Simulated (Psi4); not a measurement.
# CH6Sn (SMILES [CH3][SnH3]) at HF/3-21G

What is the energy change on altering one bond length of CH6Sn at HF/3-21G? 

The results are computed with Psi4 1.11.

6 further runs of the same task are left out: 4 that didn't finish, 2 set aside as unsound or not needed.

## (1) The structure to begin with

CH6Sn: 8 atoms, total charge 0, spin state singlet. SMILES: `[CH3][SnH3]`. The shape is that of a PBE0-D4/def2-TZVP optimisation.

Bond lengths: C1–Sn2 2.140 Å, C1–H3 1.090 Å, C1–H4 1.090 Å, C1–H5 1.090 Å, Sn2–H6 1.709 Å, Sn2–H7 1.709 Å, Sn2–H8 1.709 Å. Some angles: C1–Sn2–H6 110.1°, C1–Sn2–H7 110.1°, C1–Sn2–H8 110.1°, Sn2–C1–H3 110.0°, Sn2–C1–H4 110.0°, Sn2–C1–H5 110.0°, H6–Sn2–H7 108.8°, H6–Sn2–H8 108.8°, H7–Sn2–H8 108.8°, H3–C1–H4 109.0°.

## (2) Energy and gradient at HF/3-21G

File ch6sn.xyz:

```xyz
8
CH6Sn
C      1.094500     0.367400    -0.110600
Sn    -0.919400    -0.329100     0.082100
H      1.300500     0.627700    -1.148800
H      1.789300    -0.411200     0.204000
H      1.244600     1.249200     0.512300
H     -2.012000     0.886800    -0.417500
H     -1.156700    -1.716400    -0.887800
H     -1.248700    -0.731500     1.710400
```

File run.py:

```python
import psi4

psi4.set_memory(1600000000)
psi4.set_num_threads(1)
psi4.set_output_file('output.dat', False)

with open('ch6sn.xyz') as f:
    atoms = ''.join(f.readlines()[2:])
molecule = psi4.geometry('0 1\n' + atoms + 'symmetry c1')

psi4.set_options(dict(puream=True, e_convergence=1e-09, d_convergence=1e-08, scf_type='pk'))

e_tot, wfn = psi4.gradient("scf/3-21G", molecule=molecule, return_wfn=True)
psi4.oeprop(wfn, "WIBERG_LOWDIN_INDICES", "QUADRUPOLE", "MAYER_INDICES", title="SCF")
print('gradient / Eh bohr^-1')
print(e_tot.np.round(6))
print(f'energy = {wfn.energy():.10f} Eh')
```

The run is started by

```sh
$ python run.py
```

output.dat:

```text
[...]
  Running in c1 symmetry.
[...]
  Nuclear repulsion =  164.433458434361711
[...]
  Multiplicity = 1
[...]
  Nalpha       = 31
  Nbeta        = 31
[...]
    Number of basis functions: 52
[...]
   @RHF iter   1: -6037.09920286932447   -3.39645e+00   1.14647e-02 DIIS/ADIIS
[...]
   @RHF iter  10: -6037.38355181874067    0.00000e+00   1.71291e-09 DIIS
[...]
    Orbital Energies [Eh]
    ---------------------
    Doubly Occupied:
       1A   -1034.862148     2A   -156.207106     3A   -145.352470
       4A   -145.352470     5A   -145.352441     6A    -31.516780
       7A    -26.891886     8A    -26.891886     9A    -26.891378
      10A    -19.058070    11A    -19.058070    12A    -19.057978
      13A    -19.057646    14A    -19.057646    15A    -11.156623
      16A     -5.531021    17A     -3.915010    18A     -3.915010
      19A     -3.913379    20A     -1.402086    21A     -1.402085
      22A     -1.400648    23A     -1.396553    24A     -1.396553
      25A     -0.932524    26A     -0.641751    27A     -0.557283
      28A     -0.557264    29A     -0.434679    30A     -0.434674
      31A     -0.410593
[...]
  @RHF Final Energy: -6037.38355181874067
   => Energetics <=
    Nuclear Repulsion Energy =            164.4334584343617109
    One-Electron Energy =               -8655.6226003851406858
    Two-Electron Energy =                2453.8055901320385601
    Total Energy =                      -6037.3835518187406706
[...]
  -Total Gradient:
     Atom            X                  Y                   Z
    ------   -----------------  -----------------  -----------------
       1       -0.008871856916    -0.003109029660     0.000863250179
       2        0.000516029521     0.000166075354    -0.000056860482
       3       -0.001435388730     0.000409782485    -0.004754875312
       4        0.000892369249    -0.004559714433     0.001723247794
       5       -0.001702062393     0.003414796364     0.003235403858
       6        0.006667245252    -0.006954794004     0.002870760119
       7        0.001699949200     0.008181944401     0.005616055651
       8        0.002233714763     0.002450939538    -0.009496981812
[...]
 Multipole Moments:
 ------------------------------------------------------------------------------------
     Multipole            Electronic (a.u.)      Nuclear  (a.u.)        Total (a.u.)
 ------------------------------------------------------------------------------------
 L = 1.  Multiply by 2.5417464519 to convert [e a0] to [Debye]
 Dipole X            :         -7.6846382            7.9257927            0.2411545
 Dipole Y            :         -2.6578311            2.7411876            0.0833565
 Dipole Z            :          0.7353479           -0.7584881           -0.0231402
 Magnitude           :                                                    0.2562016
 L = 2.  Multiply by 1.3450342976 to convert [e a0^2] to [Debye ang]
 Quadrupole XX       :       -163.6184926          135.6144398          -28.0040529
 Quadrupole XY       :        -40.0971524           40.1847641            0.0876117
[...]
```

On the terminal:

```text
gradient / Eh bohr^-1
[[-8.872e-03 -3.109e-03  8.630e-04]
 [ 5.160e-04  1.660e-04 -5.700e-05]
 [-1.435e-03  4.100e-04 -4.755e-03]
 [ 8.920e-04 -4.560e-03  1.723e-03]
 [-1.702e-03  3.415e-03  3.235e-03]
 [ 6.667e-03 -6.955e-03  2.871e-03]
 [ 1.700e-03  8.182e-03  5.616e-03]
 [ 2.234e-03  2.451e-03 -9.497e-03]]
energy = -6037.3835518187 Eh
```

Run time: 2.3 s. Hardware: 1 thread of Intel Xeon Platinum 8488C (Sapphire Rapids), shared host; peak memory 0.2 GiB.

## (3) The distorted shape: the energy at HF/3-21G

File ch6sn.xyz:

```xyz
8
CH6Sn
C      1.063595     0.328349     0.045154
Sn    -0.950305    -0.368151     0.237854
H      1.300500     0.627700    -1.148800
H      1.758395    -0.450251     0.359754
H      1.213695     1.210149     0.668054
H     -2.042905     0.847749    -0.261746
H     -1.187605    -1.755451    -0.732046
H     -1.279605    -0.770551     1.866154
```

File run.py:

```python
import numpy as np
from ase.calculators.psi4 import Psi4
from ase.io import read

mol = read('ch6sn.xyz')
calc = Psi4(atoms=mol, method='hf', basis='3-21G', memory='1600MB', num_threads=1, charge=0, multiplicity=1, label='ch6sn')
calc.psi4.set_options({'puream': True, 'e_convergence': 1e-09, 'd_convergence': 1e-08, 'scf_type': 'pk'})
mol.calc = calc

print(f'energy: {mol.get_potential_energy():.6f} eV')
```

The run is started by

```sh
$ python run.py
```

ch6sn.dat:

```text
[...]
  Running in c1 symmetry.
[...]
  Nuclear repulsion =  163.613096028231439
[...]
  Multiplicity = 1
[...]
  Nalpha       = 31
  Nbeta        = 31
[...]
    Number of basis functions: 52
[...]
   @RHF iter   1: -6037.08216378963607   -3.47227e+00   1.14607e-02 ADIIS/DIIS
[...]
   @RHF iter  10: -6037.36951058384147   -7.27596e-12   1.93910e-09 DIIS
[...]
    Orbital Energies [Eh]
    ---------------------
    Doubly Occupied:
       1A   -1034.863129     2A   -156.208082     3A   -145.353446
       4A   -145.353443     5A   -145.353419     6A    -31.517771
       7A    -26.892871     8A    -26.892864     9A    -26.892385
      10A    -19.059047    11A    -19.059047    12A    -19.058986
      13A    -19.058642    14A    -19.058640    15A    -11.173948
      16A     -5.532018    17A     -3.915990    18A     -3.915984
      19A     -3.914427    20A     -1.403108    21A     -1.402986
      22A     -1.401730    23A     -1.397619    24A     -1.397481
      25A     -0.917943    26A     -0.641453    27A     -0.559577
      28A     -0.525503    29A     -0.435147    30A     -0.433790
      31A     -0.410396
[...]
  @RHF Final Energy: -6037.36951058384147
   => Energetics <=
    Nuclear Repulsion Energy =            163.6130960282314390
    One-Electron Energy =               -8653.9634675470133516
    Two-Electron Energy =                2452.9808609349402104
    Total Energy =                      -6037.3695105838414747
[...]
 Multipole Moments:
 ------------------------------------------------------------------------------------
     Multipole            Electronic (a.u.)      Nuclear  (a.u.)        Total (a.u.)
 ------------------------------------------------------------------------------------
 L = 1.  Multiply by 2.5417464519 to convert [e a0] to [Debye]
 Dipole X            :         -7.7387246            7.9577410            0.2190165
 Dipole Y            :         -2.7142088            2.7815570            0.0673482
 Dipole Z            :          0.9433885           -0.9195003            0.0238881
 Magnitude           :                                                    0.2303793
[...]
```

Standard output:

```text
energy: -164285.192324 eV
```

It took 1.8 s on 1 thread of Intel Xeon Platinum 8488C (Sapphire Rapids), shared host; peak memory 0.21 GiB.

## (4) Outcome

Level: HF/3-21G.

```
                                                         quantity           value
                                        first shape: total energy  -6037.38355 Eh
                                       first shape: dipole moment          0.65 D
                                         first shape: HOMO energy       -11.17 eV
                                         first shape: LUMO energy         3.81 eV
                                       first shape: HOMO–LUMO gap        14.98 eV
                            first shape: largest force on an atom      0.518 eV/Å
                                    distorted shape: total energy  -6037.36951 Eh
                                   distorted shape: dipole moment          0.59 D
                                     distorted shape: HOMO energy       -11.17 eV
                                     distorted shape: LUMO energy         3.74 eV
                                   distorted shape: HOMO–LUMO gap        14.91 eV
energy change with the C1–H3 bond stretched from 1.090 to 1.253 Å        0.382 eV
```

What this shows: With the C1–H3 bond stretched from 1.090 to 1.253 Å the energy rises by 0.38 eV (36.9 kJ/mol). The first shape isn't relaxed at this level, so the change isn't measured from a minimum. The largest force (first shape) is 0.52 eV/Å: the shape isn't a stationary point for this species at this level. Relativity is left out (first shape) although the molecule holds a heavy atom. Relativity is left out (distorted shape) although the molecule holds a heavy atom.
